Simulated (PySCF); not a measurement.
The system is FBClBr, in a box.

```
F B Cl Br
1.0
    10.00000    0.00000    0.00000
     0.00000   12.00000    0.00000
     0.00000    0.00000   12.00000
F B Cl Br
1 1 1 1
Cartesian
  4.9289 4.6835 5.2215
  4.9672 5.8822 5.7458
  4.5968 6.0895 7.4299
  5.4292 7.3586 4.6381
```

Base run:

- Program: PySCF 2.14.0
- Functional: revPBE
- Dispersion: D3(BJ)
- Potentials or basis: pob-tzvp-rev2 (all-electron)
- k mesh: 1 × 1 × 1
- Occupations: fixed
- Spin: no spin polarisation

Its results: gap between the frontier levels 5.53 eV.

**Question.** The run is repeated on the same cell with these changes: functional from revPBE to CAM-B3LYP. What comes out?

**Answer.** Gap between the frontier levels 10.44 eV.

CAM-B3LYP gives the wider gap, since exact exchange removes part of the self-interaction.

Caveats: this is a molecule in a periodic box at the Γ point, so its band gap is the HOMO-LUMO gap; relativity is left out, which matters for the heavier elements; the basis of atomic orbitals isn't converged, which shifts pressures, moduli and gaps.

